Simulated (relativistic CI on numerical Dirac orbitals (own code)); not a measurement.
# Pr⁵⁺: N4,5 absorption multiplets

Aim: the N4,5 absorption spectrum of Pr⁵⁺ in 5 surroundings, from the same atomic integrals.

The numbers are computed with relativistic CI on numerical Dirac orbitals (own code) version 1 (Dirac-Coulomb-Breit CI, KLI orbitals optimised for each configuration, model QED (radiative potential, 1s self-energy scaled to tabulated hydrogen-like ionisation energies), valence Slater integrals scaled by 0.8, multiplet model of core-to-valence dipole absorption), except any that are marked as measured or tabulated.

### Step 1. The system

* ion: Pr⁵⁺ (Pr VI)
* nuclear charge: 59
* electrons: 54
* configurations: [Kr] 4d10 5s2 5p6 → [Kr] 4d9 4f 5s2 5p6
* magnetising field for the dichroism, Lz and Sz: magnetic field 10 T along z; these come from the lowest magnetised state alone (0 K)
* temperature of the isotropic spectrum: 300 K
* widths: Lorentz 0.3 eV, Gauss 0.2 eV
* surrounding 1: free ion
* surrounding 2: D3d, B20 = -1720, B40 = 740, B43 = -640, B60 = 900, B63 = -1320, B66 = -660 cm⁻¹
* surrounding 3: Oh, B40 = 3250, B60 = 1510 cm⁻¹
* surrounding 4: D4h, B20 = 950, B40 = 1210, B44 = -1790, B60 = -120, B64 = -730 cm⁻¹
* surrounding 5: Oh, B40 = -3930, B60 = 520 cm⁻¹

### Step 2. Surrounding 1: free ion

Settings, as recorded:

```ini
atom Pr  Z=59  charge=5  electrons=54
nucleus A=141  rms_radius_fm=4.8919
hamiltonian dirac-coulomb  breit=on  qed=on  c_scale=1
orbitals kli  potential=per-configuration
slater_scale 0.8
correlation none
mixing on
configurations
  [Kr] 4d10 5s2 5p6
  [Kr] 4d9 4f 5s2 5p6
end
absorption N4,5 T=300 lorentz=0.3 gauss=0.2
crystal_field free
```

### Step 3. Surrounding 2: D3d, B20 = -1720, B40 = 740, B43 = -640, B60 = 900, B63 = -1320, B66 = -660

Settings: those of step 2 with these lines changed.

```diff
@@ -12,2 +12,2 @@
 absorption N4,5 T=300 lorentz=0.3 gauss=0.2
-crystal_field free
+crystal_field D3d B20=-1720 B40=740 B43=-640 B60=900 B63=-1320 B66=-660
```

### Step 4. Surrounding 3: Oh, B40 = 3250, B60 = 1510

Settings: those of step 3 with these lines changed.

```diff
@@ -12,2 +12,2 @@
 absorption N4,5 T=300 lorentz=0.3 gauss=0.2
-crystal_field D3d B20=-1720 B40=740 B43=-640 B60=900 B63=-1320 B66=-660
+crystal_field Oh B40=3250 B60=1510
```

### Step 5. Surrounding 4: D4h, B20 = 950, B40 = 1210, B44 = -1790, B60 = -120, B64 = -730

Settings: those of step 4 with these lines changed.

```diff
@@ -12,2 +12,2 @@
 absorption N4,5 T=300 lorentz=0.3 gauss=0.2
-crystal_field Oh B40=3250 B60=1510
+crystal_field D4h B20=950 B40=1210 B44=-1790 B60=-120 B64=-730
```

### Step 6. Surrounding 5: Oh, B40 = -3930, B60 = 520

Settings: those of step 5 with these lines changed.

```diff
@@ -12,2 +12,2 @@
 absorption N4,5 T=300 lorentz=0.3 gauss=0.2
-crystal_field D4h B20=950 B40=1210 B44=-1790 B60=-120 B64=-730
+crystal_field Oh B40=-3930 B60=520
```

(Steps that only read results are left out.)

**Question.** What will these runs give? Wanted: highest peak, first run; ground spin; core spin-orbit splitting.

**Answer**, as computed:

| surrounding | ground S | Lz (0 K) | Sz (0 K) | centroid (eV) | share of the lower edge | up to four highest peaks (% of the highest), eV |
| --- | --- | --- | --- | --- | --- | --- |
| 1: free | 0.00 | 0.00 | 0.00 | 141.49 | - | 141.6 (100) |
| 2: D3d | 0.00 | 0.00 | 0.00 | 141.49 | - | 141.6 (100) |
| 3: Oh | 0.00 | 0.00 | 0.00 | 141.49 | - | 141.6 (100) |
| 4: D4h | 0.00 | 0.00 | 0.00 | 141.49 | - | 141.6 (100) |
| 5: Oh | 0.00 | 0.00 | 0.00 | 141.49 | - | 141.6 (100) |

| quantity | value |
| --- | --- |
| highest peak, first run | 141.6 eV |
| ground spin (effective S from ⟨S²⟩) | 0.00 |
| core spin-orbit splitting (without Breit) | 3.79 eV |

**Reading.** The highest peak stays in place, within the step of the energy grid, in all surroundings. Edge positions are free-ion values and differ from those in solids by a few eV or more.
